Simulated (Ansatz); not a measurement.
# TaHCl (quartet): trial inputs and their diagnosis at distance Ta1–Cl2 = 2.046 Å

4 inputs are run for TaHCl (quartet) as typed; the log has to tell whether the result can be used and what must change.

Method: the settings change from run to run; program: Ansatz 0.2.0, Gaussian basis.

30 further runs of the same task are left out: 7 for a known fault of the program, 1 for a mislabelled method, 16 that didn't finish, 6 set aside as unsound or not needed.

## Step 1: The geometry

The geometry derives from a PBE0/def2-TZVP stationary point (not a proven minimum). One bond is set to the value named and the two fragments are kept rigid. No spin-orbit coupling is included. Elements past krypton take def2 core potentials.

3 atoms, charge 0, spin multiplicity 4.

Atoms are counted from 1 here; the program's logs count them from 0.

Bond lengths: Ta1–Cl2 2.046 Å, Ta1–H3 1.863 Å. Angles: Cl2–Ta1–H3 180.0°.

As a file:

```csv
atom,x (Å),y (Å),z (Å)
Ta1,0.0000,0.0000,0.0612
Cl2,0.0000,0.0000,-1.9848
H3,0.0000,0.0000,1.9237
```

## Step 2: Try 1

Input file in.yaml:

```yaml
crystal:
  periodic: [false, false, false]
  atoms:
    - {symbol: Ta, position_ang: [0.000000, 0.000000, 0.061167]}
    - {symbol: Cl, position_ang: [0.000000, 0.000000, -1.984833]}
    - {symbol: H, position_ang: [0.000000, 0.000000, 1.923667]}
basis:
  gaussian: {orbitals: def2-SVP}
magnetization: {spin_polarized: false, initial_magnetization: 3}
correlation: {active_space: {window: {electrons: 5, orbitals: 5}, states: [{multiplicity: 4, weights: [1, 1]}], root: 5}}
```

On the command line:

```bash
ansatz run in.yaml --threads 1 --pin off --events-out ev --progress --plain --max-ram 2393MiB
```

Standard output:

```text
Error: the active space averages no state 5, counted from zero
```

Run time: 0.03 s. Hardware: 1 thread of Arm Neoverse V2, shared host.

**Diagnosis.** The run was refused. The root asked for lies beyond the states averaged. Fix: average more states or name a lower root.

## Step 3: Try 2

Input file in.yaml:

```yaml
crystal:
  periodic: [false, false, false]
  atoms:
    - {symbol: Ta, position_ang: [0.000000, 0.000000, 0.061167]}
    - {symbol: Cl, position_ang: [0.000000, 0.000000, -1.984833]}
    - {symbol: H, position_ang: [0.000000, 0.000000, 1.923667]}
basis:
  gaussian: {orbitals: def2-SVP}
magnetization: {spin_polarized: false, initial_magnetization: 3}
hamiltonian: {pseudopotentials: {relativity: scalar}}
correlation: {method: ccsd_t, frozen_orbitals: {Ta: 9}}
scf: {omitted_lower_state_checks: [cluster_reference]}
```

The command is unchanged.

Standard output:

```text
Functional definition: HF
  name "HF"
  cite "Fock, Z. Phys. 61, 126 (1930) doi:10.1007/BF01340294"
  parent pbe
  exchange = exact_x
  correlation = 0
these checks for a lower state are left out or cut short: cluster_reference
Error: "frozen_orbitals" has no count for Cl
```

It took 0.03 s on 1 thread of Arm Neoverse V2, shared host.

What is wrong: The run was refused. The frozen-orbital counts are incomplete or too large. To mend it, leave frozen_orbitals out, or give each element a count that its core has.

## Step 4: Try 3

Input file in.yaml:

```yaml
crystal:
  periodic: [false, false, false]
  atoms:
    - {symbol: Ta, position_ang: [0.000000, 0.000000, 0.061167]}
    - {symbol: Cl, position_ang: [0.000000, 0.000000, -1.984833]}
    - {symbol: H, position_ang: [0.000000, 0.000000, 1.923667]}
basis:
  gaussian: {orbitals: def2-SVP, fitting: {mean_field: def2-universal-jkfit}}
magnetization: {spin_polarized: false, initial_magnetization: 3}
correlation: {active_space: {ras: {orbitals: [5, 3, 38], electrons: 14, max_holes: 2, max_particles: 2}, fixed_orbitals: true}}
output: {forces: true}
```

The command is unchanged.

Standard output:

```text
Functional definition: HF
  name "HF"
  cite "Fock, Z. Phys. 61, 126 (1930) doi:10.1007/BF01340294"
  parent pbe
  exchange = exact_x
  correlation = 0
373 factors; integrals over basis functions are off by at most 3.3e-1 eV
mean field evaluation 1: about -14047.0150 eV, gradient 1.2e1 eV
mean field evaluation 2: about -14048.0753 eV, gradient 9.7e0 eV
mean field evaluation 4: about -14048.3738 eV, gradient 3.4e-1 eV
mean field evaluation 8: about -14038.2626 eV, gradient 2.4e1 eV
mean field evaluation 16: about -14045.7463 eV, gradient 1.1e0 eV
mean field evaluation 32: about -14048.3735 eV, gradient 1.1e-1 eV
mean field evaluation 64: about -14048.3747 eV, gradient 7.4e-2 eV
mean field -14048.37471021 eV, -516.2682482699 hartree, gradient 2.5e-6 eV, S^2 3.750000; 10 other end points of the search recorded, 0 dependent functions left out
reference -14048.37471021 eV, -516.2682482699 hartree; 17, 14 occupied and 38, 41 virtual orbitals, 373 factors
Error: 14 electrons in 46 orbitals form no window around the highest filled level of the reference
```

Run time: 1.4 s. Hardware: 1 thread of Arm Neoverse V2, shared host.

Diagnosis: The run stopped with an error. The electron count of the restricted space is wrong. Fix: count the correlated electrons again.

## Step 5: Try 4

Input file in.yaml:

```yaml
crystal:
  periodic: [false, false, false]
  atoms:
    - {symbol: Ta, position_ang: [0.000000, 0.000000, 0.115587]}
    - {symbol: Cl, position_ang: [0.000000, 0.000000, -3.750739]}
    - {symbol: H, position_ang: [0.000000, 0.000000, 3.635154]}
basis:
  gaussian: {orbitals: def2-SVP, point_charges: [{charge: -0.50, position_ang: [4.639, 0.250, -0.769]}]}
magnetization: {spin_polarized: true, initial_magnetization: 3}
hamiltonian: {xc: {name: PBE0}}
correlation: {method: ccsd_t, electrons: valence}
output: {forces: true}
```

Launched as before.

Standard output:

```text
Functional definition: PBE0
  name "PBE0"
  cite "Adamo & Barone, J. Chem. Phys. 110, 6158 (1999) doi:10.1063/1.478522"
  cite "Perdew, Burke & Ernzerhof, Phys. Rev. Lett. 77, 3865 (1996) doi:10.1103/PhysRevLett.77.3865"
  parent pbe
  parameter a = 0.25
  parameter kappa = 0.804
  parameter beta = 0.06672455060314922
  exchange = (1 - a)*pbe_x(kappa = kappa, mu = beta*pi^2/3) + a*exact_x
  correlation = pbe_c(beta = beta)
526 factors; integrals over basis functions are off by at most 4.5e-4 eV
mean field evaluation 1: about -14065.7548 eV, gradient 2.2e1 eV
mean field evaluation 2: about -14065.7614 eV, gradient 2.2e1 eV
mean field evaluation 4: about -14062.3737 eV, gradient 1.7e1 eV
mean field evaluation 8: about -14072.3619 eV, gradient 3.7e0 eV
mean field evaluation 16: about -14073.4946 eV, gradient 2.0e-1 eV
mean field evaluation 32: about -14073.5277 eV, gradient 1.4e-2 eV
mean field evaluation 64: about -14069.7359 eV, gradient 1.1e1 eV
mean field evaluation 96: about -14073.7829 eV, gradient 4.3e-1 eV
mean field evaluation 128: about -14073.2493 eV, gradient 1.9e0 eV
mean field evaluation 160: about -14073.5287 eV, gradient 1.8e-2 eV
mean field evaluation 192: about -14073.7963 eV, gradient 4.4e-2 eV
mean field evaluation 224: about -14073.3081 eV, gradient 3.7e-1 eV
mean field evaluation 256: about -14072.4780 eV, gradient 1.9e0 eV
mean field evaluation 288: about -14072.8844 eV, gradient 5.8e0 eV
Error: SIGTERM received: run cancelled behind 303 evaluations of the mean field
```

Wall time 79 s (1 thread of Arm Neoverse V2, shared host).

**Diagnosis.** The run was cut at its time limit. The coordinates are scaled by the bohr-ångström factor. The shortest distance is 3.52 Å, against 1.86 Å in the geometry of step 1. Fix: restore the coordinates in ångström.

## Step 6: How the runs ended

```csv
try,level,ended,cause,time
1,"CASSCF(5,5)/def2-SVP",refused,the root asked for lies beyond the states averaged,0.03 s
2,CCSD(T) on ROHF/def2-SVP,refused,the frozen-orbital counts are incomplete or too large,0.03 s
3,CISD/def2-SVP,stopped by an error,the electron count of the restricted space is wrong,1.4 s
4,CCSD(T)/def2-SVP,cut at its time limit,the coordinates are scaled by the bohr-ångström factor,79 s
```

2 refused, 1 stopped by an error, 1 cut at its time limit.
